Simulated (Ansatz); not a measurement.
# Gd3S: the cost of one run

Program: Ansatz 0.2.0. Level of theory: DFT PBE, scalar-relativistic, plane waves, PAW. These are calculated values, not measurements.

## 1. The starting structure

It takes space group Pm-3m (No. 221, cubic). The conventional cell has a = 4.828 Å, b = 4.828 Å, c = 4.828 Å, α = 90.00°, β = 90.00°, γ = 90.00°. Around Gd (site symmetry 4/mmm) lie 2 S at 2.41 Å. Around S (site symmetry m-3m) lie 6 Gd at 2.41 Å.

As a file:

```xyz
4
Lattice="4.8276 0.0000 0.0000 0.0000 4.8276 0.0000 0.0000 0.0000 4.8276" Properties=species:S:1:pos:R:3 pbc="T T T"
Gd    0.0000    2.4138    2.4138
Gd    2.4138    0.0000    2.4138
Gd    2.4138    2.4138    0.0000
S     2.4138    2.4138    2.4138
```

A structure generator made this guess: random cell by space group and Wyckoff sites (Pm-3m, No. 221). Its size is a rough estimate.

## 2. The guess as it stands, on a coarse mesh

Input file input.yaml:

```yaml
crystal:
  lattice:
    - [4.82756114, 0.0, 0.0]
    - [0.0, 4.82756114, 0.0]
    - [0.0, 0.0, 4.82756114]
  atoms:
    - { symbol: Gd, position: [0.0, 0.5, 0.5], spin: 7.0 }
    - { symbol: Gd, position: [0.5, 0.0, 0.5], spin: 7.0 }
    - { symbol: Gd, position: [0.5, 0.5, 0.0], spin: 7.0 }
    - { symbol: S, position: [0.5, 0.5, 0.5] }
basis:
  ecutwfc: 420
kpoints:
  mp_grid: { grid: [4, 4, 4] }
hamiltonian:
  xc: pbe
scf:
  occupations: { method: gaussian, width: 0.1 }
  lower_state_search: "off"
output:
  forces: true
  stress: true
  eigenvalues: true
  populations: true
magnetization:
  spin_polarized: true
```

The run is started by

```sh
$ ansatz run input.yaml --threads 1 --pin off --max-ram 2560MiB --backend cpu --events-out ev --progress --plain --runs-dir out
```

What time and memory should one allow on 1 thread of Arm Neoverse N1, shared host?

About 24 s, with a peak of 0.41 GiB.
